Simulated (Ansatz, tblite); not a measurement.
# In13Sb14 wurtzite other sphere (In13Sb14H34+): spin states and exact exchange

Aim: set other spin states of In13Sb14 wurtzite other sphere (In13Sb14H34+) against its singlet, on many levels of theory.

Method: as each input shows; program: Ansatz 0.2.0, Gaussian basis.

Plan: triplet, at the geometry of the singlet (GFN1-xTB, PBE0-D4/def2-SVP, PBE-D4/def2-SVP); the singlet's energies come from earlier runs.

2 further runs of the same task are left out: 1 for a known fault of the program, 1 set aside as unsound or not needed.

## Step 1: The structure

The geometry is that of the singlet, from an earlier relaxation (PBE-D4/def2-SVP).

61 atoms, charge 1, spin multiplicity 1.

Bond lengths: Sb1–In2 2.932 Å, Sb1–In7 2.884 Å, Sb1–H28 1.718 Å, Sb1–H29 1.718 Å, In2–Sb3 2.882 Å, In2–Sb9 2.809 Å, In2–H30 1.737 Å, Sb3–In5 2.882 Å, Sb3–H31 1.718 Å, Sb3–H32 1.714 Å, Sb4–In5 2.933 Å, Sb4–In12 2.884 Å, Sb4–H33 1.718 Å, Sb4–H34 1.718 Å, In5–Sb14 2.810 Å, In5–H35 1.737 Å, Sb6–In7 2.884 Å, Sb6–In8 2.932 Å and more. Angles: In2–Sb1–In7 123.1°, In2–Sb1–H28 109.4°, In2–Sb1–H29 111.7°, In7–Sb1–H28 106.8°, In7–Sb1–H29 106.7°, H28–Sb1–H29 95.5°, Sb1–In2–Sb3 100.1°, Sb1–In2–Sb9 105.4°, Sb1–In2–H30 107.2°, Sb3–In2–Sb9 102.7°, Sb3–In2–H30 113.8°, Sb9–In2–H30 124.7°, In2–Sb3–In5 124.7°, In2–Sb3–H31 111.2°, In2–Sb3–H32 104.2°, In5–Sb3–H31 111.3°, In5–Sb3–H32 104.3°, H31–Sb3–H32 96.6° and more.

In, Sb take a core potential in the def2 sets. No spin-orbit coupling is included. The ion is computed in the gas phase, without counter-ions or solvent.

## Step 2: Triplet at the fixed geometry, GFN1-xTB

Tight binding, by tblite at 300 K electronic temperature and without a spin-polarisation term:

```python
tblite.interface.Calculator('GFN1-xTB', numbers, positions, charge=1, uhf=2).singlepoint()
```

Energy -2000.9851 eV; 1.1 s.

## Step 3: Triplet at the fixed geometry, PBE0-D4/def2-SVP

in.yaml reads:

```yaml
crystal:
  periodic: [false, false, false]
  atoms:
    - {symbol: Sb, position_ang: [-2.098101, -3.940240, -2.373962]}
    - {symbol: In, position_ang: [-2.133332, -4.176456, 0.548669]}
    - {symbol: Sb, position_ang: [-4.438508, -2.558966, 1.160994]}
    - {symbol: Sb, position_ang: [-4.462370, 0.155431, -2.373699]}
    - {symbol: In, position_ang: [-4.683773, 0.246723, 0.549283]}
    - {symbol: Sb, position_ang: [2.098358, -3.941468, -2.371212]}
    - {symbol: In, position_ang: [0.001701, -2.590549, -3.818421]}
    - {symbol: In, position_ang: [2.126606, -4.177579, 0.551377]}
    - {symbol: Sb, position_ang: [-0.003596, -2.581662, 1.449761]}
    - {symbol: In, position_ang: [0.011125, -2.803527, 4.420320]}
    - {symbol: Sb, position_ang: [0.001540, -0.002348, -2.644905]}
    - {symbol: In, position_ang: [-2.239661, 1.293259, -3.816797]}
    - {symbol: In, position_ang: [-0.001535, -0.000357, 0.234918]}
    - {symbol: Sb, position_ang: [-2.236026, 1.289498, 1.452032]}
    - {symbol: Sb, position_ang: [0.000663, 0.001017, 4.965267]}
    - {symbol: In, position_ang: [-2.432763, 1.396757, 4.422975]}
    - {symbol: Sb, position_ang: [-2.364468, 3.784845, -2.369375]}
    - {symbol: In, position_ang: [-2.552252, 3.932712, 0.553824]}
    - {symbol: Sb, position_ang: [4.432228, -2.561665, 1.165704]}
    - {symbol: Sb, position_ang: [4.463785, 0.155693, -2.369349]}
    - {symbol: In, position_ang: [2.243487, 1.291987, -3.816828]}
    - {symbol: In, position_ang: [4.680627, 0.243603, 0.554160]}
    - {symbol: Sb, position_ang: [2.233061, 1.289511, 1.453116]}
    - {symbol: In, position_ang: [2.428129, 1.406546, 4.423865]}
    - {symbol: Sb, position_ang: [2.363923, 3.784917, -2.371770]}
    - {symbol: In, position_ang: [2.552809, 3.930900, 0.551163]}
    - {symbol: Sb, position_ang: [0.000949, 5.122937, 1.161231]}
    - {symbol: H, position_ang: [-2.259239, -5.500203, -3.074493]}
    - {symbol: H, position_ang: [-3.586200, -3.332871, -2.981601]}
    - {symbol: H, position_ang: [-2.338699, -5.859287, 0.926567]}
    - {symbol: H, position_ang: [-5.896607, -3.400354, 0.820452]}
    - {symbol: H, position_ang: [-4.562600, -2.631397, 2.869163]}
    - {symbol: H, position_ang: [-4.691013, -1.435256, -2.982167]}
    - {symbol: H, position_ang: [-5.889811, 0.805830, -3.073584]}
    - {symbol: H, position_ang: [-6.243432, 0.911077, 0.927374]}
    - {symbol: H, position_ang: [2.258982, -5.501483, -3.071730]}
    - {symbol: H, position_ang: [3.588711, -3.335945, -2.975158]}
    - {symbol: H, position_ang: [0.001987, -2.769798, -5.544126]}
    - {symbol: H, position_ang: [2.330816, -5.860454, 0.929526]}
    - {symbol: H, position_ang: [-1.552353, -3.522375, 4.688495]}
    - {symbol: H, position_ang: [1.586405, -3.504448, 4.668289]}
    - {symbol: H, position_ang: [-2.392228, 1.384907, -5.542742]}
    - {symbol: H, position_ang: [0.001771, -0.002288, 6.689899]}
    - {symbol: H, position_ang: [-3.829207, 0.387589, 4.678457]}
    - {symbol: H, position_ang: [-2.269007, 3.111369, 4.681921]}
    - {symbol: H, position_ang: [-3.640984, 4.697000, -3.068547]}
    - {symbol: H, position_ang: [-1.101204, 4.777360, -2.979215]}
    - {symbol: H, position_ang: [-3.906553, 4.951818, 0.933273]}
    - {symbol: H, position_ang: [5.889519, -3.404356, 0.825002]}
    - {symbol: H, position_ang: [4.556367, -2.634353, 2.873810]}
    - {symbol: H, position_ang: [4.697277, -1.432846, -2.981338]}
    - {symbol: H, position_ang: [5.891243, 0.811336, -3.064218]}
    - {symbol: H, position_ang: [2.397704, 1.380349, -5.542810]}
    - {symbol: H, position_ang: [6.239846, 0.908239, 0.933533]}
    - {symbol: H, position_ang: [3.828830, 0.404114, 4.682023]}
    - {symbol: H, position_ang: [2.257246, 3.121189, 4.677894]}
    - {symbol: H, position_ang: [1.096813, 4.773173, -2.980329]}
    - {symbol: H, position_ang: [3.637155, 4.701242, -3.071329]}
    - {symbol: H, position_ang: [3.908873, 4.947948, 0.930002]}
    - {symbol: H, position_ang: [0.001882, 5.278008, 2.868344]}
    - {symbol: H, position_ang: [0.000304, 6.804047, 0.809424]}
basis:
  gaussian: {orbitals: def2-SVP, fitting: {mean_field: def2-universal-jkfit}}
total_charge: 1
magnetization: {spin_polarized: true, initial_magnetization: 2}
hamiltonian: {xc: pbe0, dispersion: d4}
scf: {omitted_lower_state_checks: [starts]}
output: {orbitals: {seedname: orbitals}}
```

The run is started by

```sh
> ansatz run in.yaml --threads 10 --pin off --events-out ev --progress --plain --max-ram 110592MiB --backend cuda --devices 0, --max-vram 75GiB
```

Output:

```text
Functional definition: PBE0
  name "PBE0"
  cite "Adamo & Barone, J. Chem. Phys. 110, 6158 (1999) doi:10.1063/1.478522"
  cite "Perdew, Burke & Ernzerhof, Phys. Rev. Lett. 77, 3865 (1996) doi:10.1103/PhysRevLett.77.3865"
  parent pbe
  parameter a = 0.25
  parameter kappa = 0.804
  parameter beta = 0.06672455060314922
  exchange = (1 - a)*pbe_x(kappa = kappa, mu = beta*pi^2/3) + a*exact_x
  correlation = pbe_c(beta = beta)
these checks for a lower state are left out or cut short: starts
6498 factors; integrals over basis functions are off by at most 3.5e-1 eV
mean field evaluation 1: about -159341.5426 eV, gradient 2.7e1 eV
mean field evaluation 2: about -159330.6909 eV, gradient 4.5e1 eV
mean field evaluation 4: about -159346.9508 eV, gradient 7.0e0 eV
mean field evaluation 8: about -159347.4514 eV, gradient 9.9e-1 eV
mean field evaluation 16: about -159347.4812 eV, gradient 1.2e-1 eV
mean field evaluation 32: about -159347.4862 eV, gradient 1.7e-1 eV
mean field -159347.48658712 eV, -5855.9121224708 hartree, gradient 5.5e-6 eV, S^2 2.006190; 0 other end points of the search recorded, 0 dependent functions left out
reference -159347.48671199 eV, -5855.9121270600 hartree; 315, 313 occupied and 557, 559 virtual orbitals, 6498 factors
Total energy: -159352.52773537 eV, -5856.0973812521 hartree
Checks for a lower state left out: starts
```

Run time: 67 s. Hardware: 1 × H100 with 10 threads of AMD EPYC 7R13, shared host; peak host memory 1.8 GiB.

Report: HOMO -5.68 eV, LUMO -7.66 eV (over both spins; with the spin held, an empty level of the minority spin lies below the top filled one); ⟨S²⟩ 2.006 (pure: 2.00).

## Step 4: Triplet at the fixed geometry, PBE-D4/def2-SVP

start.molden holds the orbitals of an earlier run on this state, given as this run's starting guess.

in.yaml, as its differences from that of step 3:

```diff
@@ -65,6 +65,6 @@
 basis:
-  gaussian: {orbitals: def2-SVP, fitting: {mean_field: def2-universal-jkfit}}
+  gaussian: {orbitals: def2-SVP, fitting: {mean_field: def2-universal-jkfit}, initial_orbitals: start.molden}
 total_charge: 1
 magnetization: {spin_polarized: true, initial_magnetization: 2}
-hamiltonian: {xc: pbe0, dispersion: d4}
+hamiltonian: {xc: pbe, dispersion: d4}
 scf: {omitted_lower_state_checks: [starts]}
```

Launched as before.

Output:

```text
Functional definition: PBE
  name "PBE"
  cite "Perdew, Burke & Ernzerhof, Phys. Rev. Lett. 77, 3865 (1996) doi:10.1103/PhysRevLett.77.3865"
  parent pbe
  parameter kappa = 0.804
  parameter beta = 0.06672455060314922
  exchange = pbe_x(kappa = kappa, mu = beta*pi^2/3)
  correlation = pbe_c(beta = beta)
these checks for a lower state are left out or cut short: starts
6498 factors; integrals over basis functions are off by at most 3.5e-1 eV
mean field evaluation 1: about -159340.5699 eV, gradient 1.1e1 eV
mean field evaluation 2: about -159341.5363 eV, gradient 8.8e-1 eV
mean field evaluation 4: about -159341.6198 eV, gradient 4.7e-1 eV
mean field evaluation 8: about -159341.6329 eV, gradient 3.7e-2 eV
mean field evaluation 16: about -159341.6334 eV, gradient 2.6e-5 eV
mean field -159341.63342808 eV, -5855.6970228437 hartree, gradient 1.6e-6 eV, S^2 2.001580; 0 other end points of the search recorded, 0 dependent functions left out
reference -159341.63359571 eV, -5855.6970290038 hartree; 315, 313 occupied and 557, 559 virtual orbitals, 6498 factors
Total energy: -159347.00547078 eV, -5855.8944417715 hartree
Checks for a lower state left out: starts
```

Wall time 21 s (1 × H100 with 10 threads of AMD EPYC 7R13, shared host); peak host memory 1.8 GiB.

Report: HOMO -5.36 eV, LUMO -7.79 eV (over both spins; with the spin held, an empty level of the minority spin lies below the top filled one); ⟨S²⟩ 2.002 (pure: 2.00).

## Step 5: Triplet less singlet, vertical

The singlet's energies are those of its earlier runs, whose logs aren't repeated here.

```
           level  triplet less singlet, vertical (kJ/mol)  time
        GFN1-xTB                                   +145.2   2 s
 PBE-D4/def2-SVP                                   +234.0  28 s
PBE0-D4/def2-SVP                                   +288.4  76 s
```

Times add the two runs; a level without a time comes out of a correlated run. Tight binding without a spin term can't rank spin states.

## Step 6: What came out

| quantity | value |
| --- | --- |
| triplet less singlet, vertical, functionals in def2-SVP | +234.0 (PBE-D4) to +288.4 kJ/mol (PBE0-D4) |

What this shows: All functionals put the triplet above the singlet, over a spread of 54.4 kJ/mol. The checks for a lower triplet were left out, so another state of that spin may lie lower. These are electronic energies, without zero-point motion, entropy or surroundings.
